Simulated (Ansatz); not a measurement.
# Sc2Ga5As: the cost of one run

Method: DFT PBE, scalar-relativistic, plane waves, PAW, unless a step names another level, in Ansatz 0.2.0.

13 further runs of the same task are left out: 2 that didn't finish, 11 set aside as unsound or not needed.

### Step 1. What the formula suggests

Pauling electronegativities: Sc 1.36, Ga 1.81, As 2.18 (spread 0.82). No set of common oxidation states balances it. Tabulated atomic sizes suggest about 18 Å³/atom. 23 candidates were drawn, by swapping species into database cells of other compounds, at random by space group and Wyckoff sites, or by hand, as the table says:

| name | made from | space group no. | Wyckoff sites | atoms (primitive cell) | V (Å³/atom) |
| --- | --- | --- | --- | --- | --- |
| c01 | random | 191 | Sc 2d; Ga 4h, 1b; As 1a | 8 | 18.6 |
| c02 | built by hand: TiAl3 ordered variant | 123 | Sc 1d, 1a; Ga 4i, 1c; As 1b | 8 | 18.3 |
| c03 | built by hand: AuCu3 ordered, body-centred supercell | 139 | Sc 4c; Ga 2b, 8f; As 2a | 8 | 18.3 |
| c04 | database cell of Cs2MnF5 | 123 | Sc 2e; Ga 4j, 1b; As 1a | 8 | 18.8 |
| c05 | random | 123 | Sc 1d, 1c; Ga 4k, 1a; As 1b | 8 | 18.3 |
| c06 | random | 123 | Sc 2h; Ga 4j, 1d; As 1b | 8 | 22.0 |
| c07 | random | 216 | Sc 4d, 4b; Ga 4c, 16e; As 4a | 8 | 20.3 |
| c08 | built by hand: ScAs rocksalt / ScGa3 / Ga layered intergrowth | 129 | Sc 2c, 2c; Ga 4f, 2c, 4f; As 2c | 16 | 18.3 |
| c09 | built by hand: AuCu3 ordered, doubled along c | 123 | Sc 1b, 1a; Ga 4i, 1d; As 1c | 8 | 18.3 |
| c10 | random | 216 | Sc 4d, 4b; Ga 16e, 4a; As 4c | 8 | 18.4 |
| c11 | random | 166 | Sc 6c; Ga 9e, 6c; As 3a | 8 | 22.3 |
| c12 | random | 123 | Sc 2g; Ga 4i, 1a; As 1c | 8 | 21.4 |
| c13 | random | 216 | Sc 4c, 4d; Ga 16e, 4a; As 4b | 8 | 20.1 |
| c14 | random | 191 | Sc 2d; Ga 3g, 2e; As 1a | 8 | 21.1 |
| c15 | random | 166 | Sc 6c; Ga 9d, 6c; As 3b | 8 | 18.3 |
| c16 | random | 216 | Sc 4a, 4c; Ga 16e, 4d; As 4b | 8 | 20.8 |
| c17 | database cell of Al5CuMo2 | 123 | Sc 1a, 1d; Ga 4i, 1c; As 1b | 8 | 17.8 |
| c18 | random | 123 | Sc 2f; Ga 2g, 2e, 1d; As 1a | 8 | 19.0 |
| c19 | random | 191 | Sc 2d; Ga 2c, 3f; As 1a | 8 | 21.4 |
| c20 | random | 216 | Sc 4a, 4c; Ga 16e, 4b; As 4d | 8 | 21.4 |
| c21 | random | 216 | Sc 4c, 4d; Ga 16e, 4b; As 4a | 8 | 22.0 |
| c22 | random | 123 | Sc 2e; Ga 4l, 1d; As 1c | 8 | 22.1 |
| c23 | random | 123 | Sc 2f; Ga 2e, 1d, 2g; As 1b | 8 | 23.0 |

### Step 2. Screening run of c08

File input.yaml:

```yaml
crystal:
  lattice:
    - [4.05, 0.0, 0.0]
    - [0.0, 4.05, 0.0]
    - [0.0, 0.0, 17.85]
  atoms:
    - { symbol: Sc, position: [0.0, 0.5, 0.925] }
    - { symbol: Sc, position: [0.5, 0.0, 0.075] }
    - { symbol: Sc, position: [0.5, 0.0, 0.305] }
    - { symbol: Sc, position: [0.0, 0.5, 0.695] }
    - { symbol: Ga, position: [0.0, 0.0, 0.19] }
    - { symbol: Ga, position: [0.5, 0.5, 0.19] }
    - { symbol: Ga, position: [0.5, 0.5, 0.81] }
    - { symbol: Ga, position: [0.0, 0.0, 0.81] }
    - { symbol: Ga, position: [0.0, 0.5, 0.305] }
    - { symbol: Ga, position: [0.5, 0.5, 0.58] }
    - { symbol: Ga, position: [0.5, 0.5, 0.42] }
    - { symbol: Ga, position: [0.0, 0.0, 0.58] }
    - { symbol: Ga, position: [0.0, 0.0, 0.42] }
    - { symbol: Ga, position: [0.5, 0.0, 0.695] }
    - { symbol: As, position: [0.0, 0.5, 0.075] }
    - { symbol: As, position: [0.5, 0.0, 0.925] }
basis:
  ecutwfc: 420
kpoints:
  mp_grid: { grid: [4, 4, 1] }
hamiltonian:
  xc: pbe
scf:
  occupations: { method: gaussian, width: 0.2 }
  lower_state_search: "off"
output:
  forces: true
  stress: true
  eigenvalues: true
relax:
  adjacent_minimum: "off"
  f_tol: 0.08
  max_steps: 16
  cell: { stress_tol: 0.8 }
```

Launch:

```bash
ansatz run input.yaml --threads 1 --pin off --max-ram 2560MiB --backend cpu --events-out ev --progress --plain --runs-dir out
```

**Question.** How long does this run take on 1 thread of Intel Xeon at 2.70GHz, shared host, and how much memory does it need?

About 2.4 min, with a peak of 0.72 GiB.
